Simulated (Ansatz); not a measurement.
# CH4OSiTe: up Jacob's ladder to CCSD(T)

How much do the methods differ for CH4OSiTe? The plan is to run it at one geometry with functionals of several rungs and with coupled cluster, and see how far each lands from CCSD(T) at the basis-set limit for the atomisation energy.

Computed with Ansatz 0.2.0, Gaussian basis. Level: functionals in def2-TZVPP, the program's frozen cores in correlated methods.

Plan: PBE-D4, r2SCAN-D4, PBE0-D4, B3LYP-D4, ωB97X-V, ωB97M-V, B2PLYP; CCSD(T)/def2-TZVPP; MP2/def2-QZVPP; extrapolation to the limit.

## Step 1: The relaxed structure

All runs share one geometry, relaxed beforehand with PBE0-D4 in a triple-zeta def2 set. Te takes the def2 core potential; no spin-orbit term is included.

SMILES `O[SiH]1C[Te]1`, 8 atoms, charge 0, spin multiplicity 1.

Atoms are counted from 1 here; the program's logs count them from 0.

Bond lengths: O1–Si2 1.634 Å, O1–H5 0.960 Å, Si2–C3 1.831 Å, Si2–Te4 2.428 Å, Si2–H6 1.473 Å, C3–Te4 2.247 Å, C3–H7 1.085 Å, C3–H8 1.085 Å. Angles: Si2–O1–H5 116.9°, O1–Si2–C3 121.5°, O1–Si2–Te4 121.6°, O1–Si2–H6 106.9°, C3–Si2–Te4 61.8°, C3–Si2–H6 118.9°, Te4–Si2–H6 120.8°, Si2–C3–Te4 72.3°, Si2–C3–H7 120.3°, Si2–C3–H8 120.7°, Te4–C3–H7 110.6°, Te4–C3–H8 110.9°, H7–C3–H8 113.4°, Si2–Te4–C3 45.9°.

## Step 2: PBE-D4 (GGA)

in.yaml reads:

```yaml
crystal:
  periodic: [false, false, false]
  atoms:
    - {symbol: O, position_ang: [-1.557998, 1.041409, -0.452393]}
    - {symbol: Si, position_ang: [-0.302289, 0.502066, 0.443716]}
    - {symbol: C, position_ang: [1.040246, -0.498842, -0.296734]}
    - {symbol: Te, position_ang: [-0.113579, -1.828175, 1.100206]}
    - {symbol: H, position_ang: [-2.047303, 0.385254, -0.953593]}
    - {symbol: H, position_ang: [0.048557, 1.580989, 1.383047]}
    - {symbol: H, position_ang: [0.958270, -0.856017, -1.318398]}
    - {symbol: H, position_ang: [2.066196, -0.383785, 0.038547]}
basis:
  gaussian: {orbitals: def2-TZVPP}
hamiltonian: {xc: pbe, dispersion: d4}
output: {forces: true, orbitals: {seedname: orbitals}}
```

Run with:

```
ansatz run in.yaml --threads 4 --pin off --events-out ev --progress --plain --max-ram 10444MiB
```

Further steps of the session: r2SCAN-D4 (meta-GGA); PBE0-D4 (hybrid); B3LYP-D4 (hybrid); ωB97X-V (range-separated); ωB97M-V (range-separated); B2PLYP (double hybrid); CCSD(T) in def2-TZVPP; MP2 in def2-QZVPP.

Before running them: what should the planned runs give, taken together? Wanted: atomisation energy, CCSD(T)/CBS; farthest; mean size of error, hybrid; mean size of error, range-separated; gap, smallest and largest; T1 diagnostic; triples share of the correlation energy.

The runs gave:

| quantity | value |
| --- | --- |
| atomisation energy, CCSD(T)/CBS | 2813.9 kJ/mol |
| functionals within 28.1 kJ/mol (1.0 %) | r2SCAN-D4, ωB97X-V |
| farthest | B2PLYP (-64.0 kJ/mol) |
| mean size of error, hybrid | 35.8 kJ/mol |
| mean size of error, range-separated | 25.0 kJ/mol |
| gap, smallest and largest | 3.30 eV (PBE-D4), 9.30 eV (ωB97X-V) |
| T1 diagnostic | 0.0118 |
| triples share of the correlation energy | 3.4 % |

In words: PBE-D4 misses by +28.3 kJ/mol. Double hybrids carry the basis error of their MP2 part in triple zeta, and no dispersion term here, so their miss is partly the set-up's. The reference freezes the cores and leaves out spin-orbit coupling and excitations past (T), and its outer-core shells are covered unevenly, so misses under about 28.1 kJ/mol can't be ranked. All levels share the lack of spin-orbit coupling, which lowers the free heavy atoms and so the true binding. Hartree-Fock recovers 69 % of the binding; the rest is correlation. The gap grows from 3.3 to 9.3 eV across the functionals, mostly with the share of exact exchange. Correlated methods include outer-core shells of Te, which these sets cover unevenly.
